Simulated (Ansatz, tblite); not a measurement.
# Ge(SiH3)Cl3 (Cl₃GeH₃Si): rung by rung

How do method and basis change the picture of Ge(SiH3)Cl3 (Cl₃GeH₃Si) (singlet)?

Computed with Ansatz 0.2.0, Gaussian basis. Level: as each input shows.

Plan: GFN1-xTB, GFN2-xTB, PBE-D4/def2-TZVP, r2SCAN-D4/def2-TZVP, r2SCAN0-D4/def2-TZVP, ωB97X-V/def2-TZVP, B97M-V/def2-TZVP, PBE-D4/def2-SVP, PBE0-D4/def2-SVP, PBE0-D4/def2-TZVPD, PBE-D4/def2-TZVPD, r2SCAN0-D4/def2-TZVPD, CCSD(T)/def2-TZVP, RPA/def2-TZVP.

2 further runs of the same task are left out: 2 set aside as unsound or not needed.

### 1 The geometry

The geometry is that of the singlet, from an earlier relaxation (PBE-D4/def2-SVP).

8 atoms, charge 0, spin multiplicity 1.

Bond lengths: Ge1–Si2 2.393 Å, Ge1–Cl6 2.174 Å, Ge1–Cl7 2.174 Å, Ge1–Cl8 2.174 Å, Si2–H3 1.500 Å, Si2–H4 1.500 Å, Si2–H5 1.500 Å. Angles: Si2–Ge1–Cl6 111.4°, Si2–Ge1–Cl7 111.4°, Si2–Ge1–Cl8 111.3°, Cl6–Ge1–Cl7 107.5°, Cl6–Ge1–Cl8 107.5°, Cl7–Ge1–Cl8 107.5°, Ge1–Si2–H3 107.6°, Ge1–Si2–H4 107.5°, Ge1–Si2–H5 107.5°, H3–Si2–H4 111.3°, H3–Si2–H5 111.3°, H4–Si2–H5 111.3°.

PBE0-D4/def2-TZVP was run before; its log isn't repeated, and its numbers join the tables.

### 2 GFN1-xTB

Tight binding, by tblite at 300 K electronic temperature and without a spin-polarisation term:

```python
tblite.interface.Calculator('GFN1-xTB', numbers, positions, charge=0, uhf=0).singlepoint()
```

Energy -491.2848 eV, HOMO -11.61 eV, LUMO -6.82 eV; 0.023 s.

### 3 GFN2-xTB

Tight binding, by tblite at 300 K electronic temperature and without a spin-polarisation term:

```python
tblite.interface.Calculator('GFN2-xTB', numbers, positions, charge=0, uhf=0).singlepoint()
```

Energy -517.2458 eV, HOMO -11.10 eV, LUMO -7.09 eV; 0.021 s.

### 4 PBE-D4/def2-TZVP

start.molden holds the orbitals of an earlier run on this state, given as this run's starting guess.

in.yaml reads:

```yaml
crystal:
  periodic: [false, false, false]
  atoms:
    - {symbol: Ge, position_ang: [-0.002863, 0.006052, -1.069398]}
    - {symbol: Si, position_ang: [0.003552, -0.006957, 1.324005]}
    - {symbol: H, position_ang: [0.824576, 1.162481, 1.780595]}
    - {symbol: H, position_ang: [0.609930, -1.305546, 1.766877]}
    - {symbol: H, position_ang: [-1.420149, 0.114267, 1.780660]}
    - {symbol: Cl, position_ang: [2.019328, -0.015732, -1.866464]}
    - {symbol: Cl, position_ang: [-0.994941, 1.775780, -1.849632]}
    - {symbol: Cl, position_ang: [-1.039433, -1.730346, -1.866635]}
basis:
  gaussian: {orbitals: def2-TZVP, initial_orbitals: start.molden}
hamiltonian: {xc: pbe, dispersion: d4}
scf: {omitted_lower_state_checks: [starts]}
output: {orbitals: {seedname: orbitals}}
```

Run with:

```sh
$ ansatz run in.yaml --threads 4 --pin off --events-out ev --progress --plain --max-ram 4787MiB
```

After this run come: r2SCAN-D4/def2-TZVP; r2SCAN0-D4/def2-TZVP; ωB97X-V/def2-TZVP; B97M-V/def2-TZVP; PBE-D4/def2-SVP; PBE0-D4/def2-SVP; PBE0-D4/def2-TZVPD; PBE-D4/def2-TZVPD; r2SCAN0-D4/def2-TZVPD; CCSD(T)/def2-TZVP; RPA/def2-TZVP.

**Question.** What will the summary of the whole plan be? Wanted: gap in def2-TZVP, named functionals, smallest and largest; correlation energy, CCSD(T)/def2-TZVP; binding an atom, CCSD(T)/def2-TZVP; PBE0 total energy, smallest basis above largest.

The runs gave:

| quantity | value |
| --- | --- |
| gap in def2-TZVP, named functionals, smallest and largest | 4.79 eV (PBE-D4), 11.27 eV (ωB97X-V) |
| correlation energy, CCSD(T)/def2-TZVP | -27.83 eV |
| binding an atom, CCSD(T)/def2-TZVP | 2.840 eV |
| PBE0 total energy, smallest basis above largest | 22.97 eV (def2-SVP, def2-TZVPD) |

**Reading.** Orbital gaps of the named functionals in def2-TZVP span 4.79 eV (PBE-D4) to 11.27 eV (ωB97X-V); exact exchange widens it. The functionals in def2-TZVP miss CCSD(T)/def2-TZVP by +0.087 (r2SCAN0-D4) to +0.160 eV (B97M-V) an atom. The reference is CCSD(T) in one finite basis, so it carries an error of its own, often a tenth of an eV or more, and near misses can't be ranked.
